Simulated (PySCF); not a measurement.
# How the numerical set-up moves the result for LiI

Which parts of the numerical set-up matter for LiI? Each run edits the base script.

Computed with PySCF 2.14.0. Level: method and basis as typed in the scripts.

5 further runs of the same task are left out: 1 for a known fault of the program, 4 that didn't finish.

**1. Where the work starts**

LiI: 2 atoms, charge 0, spin multiplicity 1.

Bond lengths: Li1–I2 2.413 Å.

**2. The run that the others are compared with**

input.py

```python
from pyscf import gto, scf

mol = gto.M(
    atom='Li 0 0 0; I 0 0 2.413',
    basis='lanl2dz',
    ecp={'I': 'lanl2dz'},
    charge=0,
    spin=0,
    symmetry=True,
    verbose=4,
)
mf = scf.RHF(mol)
mf.kernel()
mf.mulliken_pop()
mf.dip_moment()
print('orbital energies (hartree):', mf.mo_energy[..., max(0, mol.nelec[1]-3):mol.nelec[0]+3].round(4))
```

The run is started by

```console
$ OMP_NUM_THREADS=1 python input.py
```

Its log is not repeated here.

Base result: E(SCF) = -18.686379 Eh, 8 cycles, μ = 8.15 D.

The bond length is a typed value, not an optimised one.

**3. Density fitting def2-universal-jkfit**

Run 1 changes density fitting: none → def2-universal-jkfit.

input.py

```python
from pyscf import gto, scf

mol = gto.M(
    atom='Li 0 0 0; I 0 0 2.413',
    basis='lanl2dz',
    ecp={'I': 'lanl2dz'},
    charge=0,
    spin=0,
    symmetry=True,
    verbose=4,
)
mf = scf.RHF(mol)
mf = mf.density_fit(auxbasis='def2-universal-jkfit')
mf.kernel()
mf.mulliken_pop()
mf.dip_moment()
print('orbital energies (hartree):', mf.mo_energy[..., max(0, mol.nelec[1]-3):mol.nelec[0]+3].round(4))
```

The run is started by

```console
$ OMP_NUM_THREADS=1 python input.py
```

**4. Cartesian functions on**

Run 2 changes Cartesian functions: off → on.

input.py: that of step 2 with these lines changed.

```diff
@@ -9,2 +9,3 @@
     symmetry=True,
+    cart=True,
     verbose=4,
```

Q: Predict the outcome of this session. Wanted: for each run, E(SCF); from base; gap; SCF dipole.

The runs gave:

```
                                 run  E(SCF) (hartree)  from base (eV)  cycles  gap (eV)  SCF dipole (D)  functions
                                base        -18.686379               0       8      8.24            8.15         17
density fitting def2-universal-jkfit        -18.686380          0.0000       8      8.24            8.15         17
              Cartesian functions on        -18.686379          0.0000       8      8.24            8.15         17
```

What this shows: With density fitting def2-universal-jkfit or Cartesian functions on the SCF ends at the base energy. The basis has no d shells, so the Cartesian switch can't act. With density fitting def2-universal-jkfit, Cartesian functions on the path hardly changes: 8 cycles against 8.
